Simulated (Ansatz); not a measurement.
# GeP: the cost of one run

Computed with Ansatz 0.2.0, driven from Python. Level of theory: Hartree-Fock/def2-SVP.

### Step 1. The structure

Bond lengths: Ge1–P2 2.225 Å.

The script holds or builds the structure itself.

### Step 2. The script

File gep.py:

```python
import warnings

import ansatz
from ase.data import atomic_masses, atomic_numbers
import matplotlib.pyplot as plt
import numpy as np

warnings.simplefilter("ignore", ansatz.DeckWarning)

system = (
    ansatz.Crystal.molecule()
    .atom("Ge", (0.0, 0.0, 0.0))
    .atom("P", (0.0, 0.0, 2.225))
)

symbols = [site.symbol for site in system.cartesian_sites]
start = np.array([site.position_ang for site in system.cartesian_sites])
axis = (start[1] - start[0]) / np.linalg.norm(start[1] - start[0])
moving = [1]
lengths, energies = [1.958, 2.047, 2.136, 2.225, 2.314, 2.403, 2.492, 2.626], []
for length in lengths:
    xyz = start.copy()
    xyz[moving] += (length - np.linalg.norm(start[1] - start[0])) * axis
    point = ansatz.Crystal.molecule()
    for symbol, place in zip(symbols, xyz):
        point = point.atom(symbol, place.tolist())
    model = point.calculation()
    model = model.basis(gaussian="def2-SVP").functional("HF")
    model = model.spin("collinear", total=1)
    summary = model.run(threads=1).report
    energies.append(summary["free_energy_ev"])
    print(f"r = {length:6.3f} A  E = {energies[-1]:.5f} eV  <S^2> = {abs(summary['mean_field']['state']['spin_squared']):.3f}")

fit = np.polynomial.Polynomial.fit(lengths, np.array(energies) - min(energies), 4).convert()
roots = [r.real for r in fit.deriv().roots() if abs(r.imag) < 1e-9 and fit.deriv(2)(r.real) > 0]
r_e = min(roots, key=lambda r: abs(r - lengths[int(np.argmin(energies))]))
print(f"minimum of the fit at {r_e:.4f} A, force constant {fit.deriv(2)(r_e):.2f} eV/A^2")
m1, m2 = (atomic_masses[atomic_numbers[s]] for s in symbols)
mu = m1 * m2 / (m1 + m2)
print(f"harmonic wavenumber {521.4709 * np.sqrt(fit.deriv(2)(r_e) / mu):.0f} 1/cm, rotational constant {16.857629 / (mu * r_e ** 2):.4f} 1/cm")
plt.figure(figsize=(4.5, 3))
plt.plot(lengths, np.array(energies) - min(energies), "o-")
plt.xlabel("bond length (A)")
plt.ylabel("E - E(min) (eV)")
plt.tight_layout()
plt.savefig("scan.png", dpi=100)
```

### Step 3. The calls as engine input

The package turns the script's settings into the engine's input (first run):

```yaml
crystal:
  periodic: [false, false, false]
  atoms:
    - { symbol: Ge, position_ang: [0.0, 0.0, 0.0] }
    - { symbol: P, position_ang: [0.0, 0.0, 1.958] }
basis:
  gaussian:
    orbitals: def2-SVP
hamiltonian:
  xc: hf
magnetization:
  spin_polarized: true
  initial_magnetization: 1.0
```

### Step 4. Running it

Started as:

```console
> python gep.py
```

**Question.** How long does this script take on 1 thread of Arm Neoverse V2, shared host, and how much memory does it need?

About 32 s, with a peak of 0.23 GiB.
